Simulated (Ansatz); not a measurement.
## ClH₃O₂Si, SMILES O[SiH](O)Cl: a rigid scan of one bond angle

Program: Ansatz 0.2.0 through its Python package.

Script `clh3o2si.py`:
```python
import ansatz
from ase import Atoms

atoms = Atoms(["O", "Si", "O", "Cl", "H", "H", "H"], positions=[
    [-0.0293, 1.4652, -0.5429],
    [0.1327, 0.1581, 0.363],
    [0.6845, -1.0586, -0.5933],
    [-1.6495, -0.4446, 0.9118],
    [-0.514, 1.344, -1.4212],
    [0.9841, 0.4118, 1.5477],
    [0.4528, -1.9439, -0.3108],
])

first = (
    ansatz.Crystal.molecule_from_ase(atoms).calculation()
    .basis(gaussian="def2-SVP")
    .functional("HF")
    .relax(force_tolerance=0.02, max_steps=80)
)
atoms.positions = first.run().report["positions_ang"]

rows = []
for angle in [85, 95, 105, 115, 125, 140, 160]:
    bent = atoms.copy()
    bent.set_angle(1, 0, 4, angle, indices=[4])
    calc = (
        ansatz.Crystal.molecule_from_ase(bent).calculation()
        .basis(gaussian="def2-SVP")
        .functional("HF")
    )
    rows.append((angle, calc.run().report["free_energy_ev"]))
floor = min(e for _, e in rows)
for angle, e in rows:
    print(f"angle Si1-O0-H4 = {angle:3d} deg   {1000 * (e - floor):9.1f} meV")
```

`python clh3o2si.py` gives:
```text
angle Si1-O0-H4 =  85 deg       638.5 meV
angle Si1-O0-H4 =  95 deg       292.8 meV
angle Si1-O0-H4 = 105 deg        95.7 meV
angle Si1-O0-H4 = 115 deg         8.2 meV
angle Si1-O0-H4 = 125 deg         0.0 meV
angle Si1-O0-H4 = 140 deg        80.1 meV
angle Si1-O0-H4 = 160 deg       241.5 meV
```

The scan is rigid, and the energies are electronic, in a modest basis. The zero is the lowest point of the grid, which needn't be the minimum. Finished in 12 s on 1 thread of Arm Neoverse V2, on a shared host, peak memory 0.21 GiB.
